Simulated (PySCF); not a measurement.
# C₆H₁₃P: electronic excitations

Aim: predict the electronic excitations of C₆H₁₃P (`C=CP[C@@H](C)CC`).

The runs use PySCF 2.14.0, with density-fitted response routines of our own; the level of theory stands in each step. All values are computed, except where a source is named. Atoms count from 0, in the outputs and in this text.

**1. The starting structure**

20 atoms, charge 0, multiplicity 1; geometry from: GFN2-xTB.

Bonds of the start (Å): C0–C1 1.32, C1–P2 1.82, P2–C3 1.89, C3–C4 1.52, C3–C5 1.53, C5–C6 1.52, C0–H7 1.08, C0–H8 1.08, C1–H9 1.08, P2–H10 1.40, C3–H11 1.10, C4–H12 1.09, C4–H13 1.09, C4–H14 1.09, C5–H15 1.09, C5–H16 1.09, C6–H17 1.09, C6–H18 1.09, C6–H19 1.09.

**2. Ultraviolet spectrum: CAM-B3LYP/def2-SVPD**

The job: settings as JSON, then the geometry in Å.

```
{"job": {"kind": "uv", "xc": "CAM-B3LYP", "basis": "def2-SVPD", "nstates": 8, "ntriplets": 3}, "charge": 0, "multiplicity": 1}
C      3.226116    -0.961192     0.768035
C      2.193681    -0.880531    -0.056455
P      1.466737     0.671747    -0.655244
C     -0.266367     0.452395     0.055750
C     -0.874483     1.827078     0.309994
C     -1.091074    -0.377424    -0.931405
C     -2.418710    -0.856911    -0.355937
H      3.687047    -0.080022     1.185351
H      3.657192    -1.906958     1.056254
H      1.764108    -1.778552    -0.486722
H      1.944523     1.449927     0.407657
H     -0.181290    -0.091973     1.004945
H     -0.256839     2.397113     1.002791
H     -1.869425     1.736176     0.740519
H     -0.948773     2.386638    -0.621159
H     -1.272380     0.219447    -1.828860
H     -0.507896    -1.252639    -1.233811
H     -2.254669    -1.432768     0.552788
H     -2.931951    -1.490853    -1.075487
H     -3.070695    -0.020020    -0.120214
```

Level: TDDFT CAM-B3LYP/def2-SVPD, vertical, gas phase, core orbitals frozen in the response.

On the command line:

```sh
OMP_NUM_THREADS=1 python probes_run.py task.json out
```

The driver reads the jobs from task.json and runs them one after another.

What will the session give for the following? lowest singlet (CAM-B3LYP/def2-SVPD); lowest triplet. Wanted: lowest singlet; lowest triplet.

The runs gave:

```
                            quantity                        value
lowest singlet (CAM-B3LYP/def2-SVPD)  5.77 eV (215 nm), f = 0.215
                      lowest triplet                      4.08 eV
```

The lowest singlet, at 5.77 eV, is HOMO→LUMO 0.93 and is bright. The lowest triplet lies 1.70 eV below the lowest singlet (triplets in Tamm-Dancoff, singlets in full TDDFT).
